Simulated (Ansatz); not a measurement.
# RuTe: the cost of one run

Program: Ansatz 0.2.0. Level of theory: DFT PBE without U, plane waves, PAW. These are calculated values, not measurements.

## Step 1: The system as given

Symmetry: F-43m, No. 216, cubic system. Conventional cell: a = 6.228 Å, b = 6.228 Å, c = 6.228 Å, α = 90.00°, β = 90.00°, γ = 90.00°. Ru (site symmetry -43m) has 4 Te at 2.70 Å as nearest neighbours. Te (site symmetry -43m) is surrounded by 4 Ru at 2.70 Å.

As a file:

```
Ru Te
1.0
     0.00000    3.11393    3.11393
     3.11393    0.00000    3.11393
     3.11393    3.11393    0.00000
Ru Te
1 1
Direct
  0.00000 0.00000 0.00000
  0.25000 0.25000 0.25000
```

Magnetic order typed: ferromagnetic.

## Step 2: From atoms, symmetry kept, no search

Contents of input.yaml:

```yaml
crystal:
  lattice:
    - [0.0, 3.11392972, 3.11392972]
    - [3.11392972, 0.0, 3.11392972]
    - [3.11392972, 3.11392972, 0.0]
  atoms:
    - { symbol: Ru, position: [0.0, 0.0, 0.0], spin: 4.0 }
    - { symbol: Te, position: [0.25, 0.25, 0.25] }
basis:
  ecutwfc: 420
  ecutrho_ratio: 4
kpoints:
  mp_grid: { grid: [5, 5, 5] }
hamiltonian:
  xc: pbe
scf:
  occupations: { method: gaussian, width: 0.05 }
  lower_state_search: "off"
  max_iter: 150
output:
  forces: true
  stress: true
  eigenvalues: true
  populations: true
  hubbard: { sites: [{ site: 0, l: d }] }
magnetization:
  spin_polarized: true
```

Launch:

```
> ansatz run input.yaml --threads 2 --pin off --max-ram 3072MiB --backend cpu --events-out ev --progress --plain --runs-dir out
```

**Question.** How long does this run take on 2 threads of Arm Neoverse N1, shared host, and how much memory does it need?

About 6.9 s, with a peak of 0.32 GiB.
